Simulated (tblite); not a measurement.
# C3H9ClSSi2: the cost of one run

Programs: tblite 0.8.0 and PySCF 2.14.0, with density-fitted response routines of our own. Each step states its level of theory. These are calculated values for one molecule in the gas phase, unless marked as measured. Atoms count from 0, in the outputs and in this text.

### Step 1. The starting structure

16 atoms, charge 0, multiplicity 1; geometry from: force field or distance geometry start.

Bonds of the start (Å): Cl0–Si1 2.10, Si1–S2 2.14, S2–C3 1.80, C3–C4 1.49, C4–Si5 1.86, Si5–C6 1.88, C6–C3 1.51, Si1–H7 1.49, Si1–H8 1.47, C3–H9 1.13, C4–H10 1.12, C4–H11 1.11, Si5–H12 1.47, Si5–H13 1.44, C6–H14 1.09, C6–H15 1.10.

### Step 2. Geometry optimisation with GFN2-xTB

What the job is given:

```
{"job": {"kind": "relax", "xc": "GFN2-xTB", "basis": "xTB"}, "charge": 0, "multiplicity": 1}
Cl     3.276900     2.488600     0.803200
Si     3.010000     0.478100     0.254800
S      1.419100     0.243700    -1.155500
C     -0.087200     0.061900    -0.192100
C     -1.336900     0.698100    -0.703200
Si    -2.277200    -0.394600     0.466800
C     -0.799800    -1.267500    -0.303700
H      2.546000    -0.191900     1.502600
H      4.275700    -0.102400    -0.209600
H      0.087000     0.271100     0.904000
H     -1.609900     0.443200    -1.758000
H     -1.386100     1.780700    -0.475100
H     -2.127000    -0.041500     1.884400
H     -3.572100    -0.860900     0.027500
H     -0.399500    -2.090500     0.295100
H     -1.026500    -1.507200    -1.352500
```

On the command line:

```bash
$ OMP_NUM_THREADS=1 python probes_run.py task.json out
```

The driver reads the jobs from task.json and runs them one after another.

**Question.** How long does this first job take on 1 thread of Arm Neoverse V2, shared host?

About 1.5 s.
